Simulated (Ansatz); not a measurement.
# Si₃H₆F₂: small, medium and large basis sets

An exercise on one series of results from a longer session: the logs are not shown, and one member is left open.

Computed with Ansatz 0.2.0, Gaussian basis. Level: one geometry, several basis sets.

The runs, in order: PBE0-D4/def2-SVP; ωB97M-V/def2-SVP; PBE0-D4/def2-QZVPP; ωB97M-V/def2-QZVPP; the functionals' def2-TZVPP values are taken from earlier runs.

**Structure used throughout**

The geometry comes from an earlier relaxation with PBE0-D4 in a triple-zeta def2 set; it is a stationary point, not always the lowest conformer.

SMILES `F[Si](F)([SiH3])[SiH3]`, 11 atoms, charge 0, spin multiplicity 1.

Atoms are counted from 1 here; the program's logs count them from 0.

Bond lengths: F1–Si2 1.601 Å, Si2–F3 1.601 Å, Si2–Si4 2.350 Å, Si2–Si5 2.350 Å, Si4–H6 1.487 Å, Si4–H7 1.487 Å, Si4–H8 1.486 Å, Si5–H9 1.487 Å, Si5–H10 1.486 Å, Si5–H11 1.487 Å. Angles: F1–Si2–F3 106.1°, F1–Si2–Si4 108.4°, F1–Si2–Si5 108.4°, F3–Si2–Si4 108.4°, F3–Si2–Si5 108.4°, Si4–Si2–Si5 116.7°, Si2–Si4–H6 109.0°, Si2–Si4–H7 109.0°, Si2–Si4–H8 110.6°, H6–Si4–H7 108.9°, H6–Si4–H8 109.7°, H7–Si4–H8 109.7°, Si2–Si5–H9 109.0°, Si2–Si5–H10 110.6°, Si2–Si5–H11 109.0°, H9–Si5–H10 109.7°, H9–Si5–H11 108.9°, H10–Si5–H11 109.7°.

The first run:

File in.yaml:

```yaml
crystal:
  periodic: [false, false, false]
  atoms:
    - {symbol: F, position_ang: [0.648489, -0.825441, 1.979703]}
    - {symbol: Si, position_ang: [0.419984, -0.657505, 0.404278]}
    - {symbol: F, position_ang: [1.105874, -1.930357, -0.282594]}
    - {symbol: Si, position_ang: [-1.889703, -0.739388, -0.022888]}
    - {symbol: Si, position_ang: [1.556920, 1.272112, -0.308308]}
    - {symbol: H, position_ang: [-2.546400, 0.413079, 0.649192]}
    - {symbol: H, position_ang: [-2.113674, -0.634193, -1.489138]}
    - {symbol: H, position_ang: [-2.470822, -2.010559, 0.482098]}
    - {symbol: H, position_ang: [0.962316, 2.458499, 0.362544]}
    - {symbol: H, position_ang: [3.002420, 1.181176, 0.024626]}
    - {symbol: H, position_ang: [1.389999, 1.415576, -1.778915]}
basis:
  gaussian: {orbitals: def2-SVP}
hamiltonian: {xc: pbe0, dispersion: d4}
output: {orbitals: {seedname: orbitals}}
```

Command:

```bash
> ansatz run in.yaml --threads 4 --pin off --events-out ev --progress --plain --max-ram 10444MiB
```

Among the steps run: PBE0-D4 in def2-SVP; ωB97M-V in def2-SVP; PBE0-D4 in def2-QZVPP; ωB97M-V in def2-QZVPP.

One of the session's tables, all rows but one given; the rest of the session is left out.

It belongs to the step «Density functionals: the series». 

| functional | basis | HOMO (eV) |
| --- | --- | --- |
| PBE0-D4 | def2-SVP | -7.87 |
| PBE0-D4 | def2-TZVPP | -7.87 |
| PBE0-D4 | def2-QZVPP | -7.87 |
| ωB97M-V | def2-SVP | ? |
| ωB97M-V | def2-TZVPP | -9.81 |
| ωB97M-V | def2-QZVPP | -9.83 |

Q: Estimate the row for ωB97M-V, def2-SVP from the others.

**Answer.** HOMO (eV): -9.77. In the column «HOMO (eV)» it lies between ωB97M-V, def2-TZVPP (-9.81) and PBE0-D4, def2-SVP (-7.87).
